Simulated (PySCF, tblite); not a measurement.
**C₇H₁₀Si: geometry, infrared bands and NMR shifts**

Wanted: the infrared bands and NMR shifts of C₇H₁₀Si (`C=C=C(C)C#C[SiH2]C`), by calculation.

Computed with tblite 0.8.0 and PySCF 2.14.0, with density-fitted response routines of our own, on a single molecule in the gas phase. Atoms are numbered from 0 throughout.

### 1 Starting geometry

18 atoms, charge 0, multiplicity 1; geometry from: force field or distance geometry start.

Bonds of the start (Å): C0–C1 1.30, C1–C2 1.30, C2–C3 1.49, C2–C4 1.43, C4–C5 1.20, C5–Si6 1.86, Si6–C7 1.85, C0–H8 1.08, C0–H9 1.09, C3–H10 1.09, C3–H11 1.09, C3–H12 1.11, Si6–H13 1.49, Si6–H14 1.48, C7–H15 1.10, C7–H16 1.09, C7–H17 1.09.

### 2 Relaxing the molecule with GFN2-xTB

The job: settings as JSON, then the geometry in Å.

```
{"job": {"kind": "relax", "xc": "GFN2-xTB", "basis": "xTB"}, "charge": 0, "multiplicity": 1}
C      2.890300     1.571000     1.004800
C      2.316700     0.607300     0.340200
C      1.771600    -0.376200    -0.305600
C      2.524300    -1.401000    -1.082900
C      0.337900    -0.423400    -0.267200
C     -0.865700    -0.467700    -0.251100
Si    -2.726500    -0.516800    -0.199100
C     -3.428700     0.866700     0.815200
H      3.077700     2.522900     0.526100
H      3.142700     1.452600     2.054000
H      3.603100    -1.245200    -1.012200
H      2.240500    -1.390800    -2.131000
H      2.309400    -2.407200    -0.670700
H     -3.168300    -1.818100     0.371900
H     -3.270200    -0.435800    -1.575200
H     -4.530700     0.814900     0.842100
H     -3.150200     1.839200     0.403500
H     -3.082600     0.813800     1.845700
```

Command:

```console
OMP_NUM_THREADS=1 python probes_run.py task.json out
```

This one command runs all jobs of the session in turn.

**Question.** This job is followed by: GFN2-xTB harmonic vibrations, gas phase; GIAO PBE0/pcSseg-1 NMR shielding, non-relativistic, gas phase. What will the session give for the following? strongest single infrared mode (GFN2-xTB); zero-point energy (GFN2-xTB); ¹³C shifts against TMS (PBE0/pcSseg-1); ¹H shifts against TMS (PBE0/pcSseg-1, means over atoms taken as alike); ²⁹Si shifts against TMS (PBE0/pcSseg-1).

**Answer**, as computed:

| quantity | value |
| --- | --- |
| strongest single infrared mode (GFN2-xTB) | 2192 cm⁻¹, 495 km/mol |
| zero-point energy (GFN2-xTB) | 84.8 kcal/mol |
| ¹³C shifts against TMS (PBE0/pcSseg-1) | 231.1, 110.0, 100.4, 90.4, 79.9, 22.6, -4.7 ppm |
| ¹H shifts against TMS (PBE0/pcSseg-1, means over atoms taken as alike) | 5.18, 4.55, 1.94, 0.28 ppm |
| ²⁹Si shifts against TMS (PBE0/pcSseg-1) | -69.8 ppm |

The optimisation took 38 steps and gained 0.092 eV; among the close pairs (by a distance rule), Si6–C7 changed most, from 1.854 to 1.898 Å. No mode is imaginary among the 48: a minimum at this level. The strongest single mode, at 2192 cm⁻¹, moves mainly H14 and H13. Unscaled tight-binding wavenumbers are off by several per cent, some by more. Its intensities can rank the bands wrongly. The most deshielded carbon is C1 (central carbon of an allene), at 231.1 ppm: the central sp carbon of an allene is among the most deshielded carbons of hydrocarbons. The most deshielded hydrogen is H8, H9 (mean) (hydrogen on a terminal carbon of a cumulated C=C=C unit), at 5.18 ppm: attached to an sp2 carbon and in the plane of the double bond. At PBE0/pcSseg-1: Shielding is most anisotropic at C4 (span 297 ppm, paramagnetic term -186 ppm).
